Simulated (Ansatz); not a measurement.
# CH4Te (SMILES C[TeH]): functionals against CCSD(T) at one geometry

An exercise on one series of results from a longer session: the logs are not shown, and one member is left open.

Program: Ansatz 0.2.0, Gaussian basis. Level of theory: single points in def2-TZVPP. These are calculated values, not measurements.

Cores are frozen in the correlated methods. Filled d shells of the heavier atoms are correlated. Core potentials replace the inner electrons past krypton, and spin-orbit coupling is left out.

**The system as given**

SMILES `C[TeH]`, 6 atoms, charge 0, spin multiplicity 1.

Atoms are counted from 1 here; the program's logs count them from 0.

Bond lengths: C1–Te2 2.149 Å, C1–H3 1.117 Å, C1–H4 1.112 Å, C1–H5 1.125 Å, Te2–H6 1.635 Å. Angles: Te2–C1–H3 110.7°, Te2–C1–H4 101.9°, Te2–C1–H5 113.1°, H3–C1–H4 113.4°, H3–C1–H5 108.3°, H4–C1–H5 109.5°, C1–Te2–H6 94.3°.

Geometry (Å):

| atom | x (Å) | y (Å) | z (Å) |
| --- | --- | --- | --- |
| C1 | -0.23330 | -0.28300 | -0.51000 |
| Te2 | 0.32990 | -0.11020 | 1.55640 |
| H3 | -0.99850 | 0.48600 | -0.77600 |
| H4 | -0.61960 | -1.32480 | -0.55530 |
| H5 | 0.63670 | -0.17410 | -1.21460 |
| H6 | 0.90790 | 1.41110 | 1.39890 |

Set-up of the first run:

run/in.yaml reads:

```yaml
crystal:
  periodic: [false, false, false]
  atoms:
    - {symbol: C, position_ang: [-0.233300, -0.283000, -0.510000]}
    - {symbol: Te, position_ang: [0.329900, -0.110200, 1.556400]}
    - {symbol: H, position_ang: [-0.998500, 0.486000, -0.776000]}
    - {symbol: H, position_ang: [-0.619600, -1.324800, -0.555300]}
    - {symbol: H, position_ang: [0.636700, -0.174100, -1.214600]}
    - {symbol: H, position_ang: [0.907900, 1.411100, 1.398900]}
basis:
  gaussian: {orbitals: def2-TZVPP}
correlation: {method: ccsd_t}
output: {forces: true}
```

No record of the launch command was kept for these runs.

Steps of the session up to this table: CCSD(T)/def2-TZVPP; PBE0-D4/def2-TZVPP; wB97M-V/def2-TZVPP; r2SCAN-D4/def2-TZVPP; PBE-D4/def2-TZVPP; LC-wPBE/def2-TZVPP; BLYP-D4/def2-TZVPP.

One table of the session follows, with a row left open; its other results are not shown here.

```
   method  RMS force component (eV/Å)  angle to CCSD(T) forces (°)  dipole (D)
  CCSD(T)                       0.475                    reference        1.06
  PBE0-D4                       0.481                          6.9        1.12
  wB97M-V                           ?                            ?           ?
r2SCAN-D4                       0.491                          7.9        1.16
   PBE-D4                       0.437                         22.6        1.08
  LC-wPBE                       0.485                         17.6        1.08
  BLYP-D4                       0.507                         27.8        1.03
```

Q: Estimate the row for wB97M-V from the others.

As computed: RMS force component (eV/Å): 0.493; angle to CCSD(T) forces (°): 5.4; dipole (D): 1.04. In the column «RMS force component (eV/Å)» it lies between r2SCAN-D4 (0.491) and BLYP-D4 (0.507).
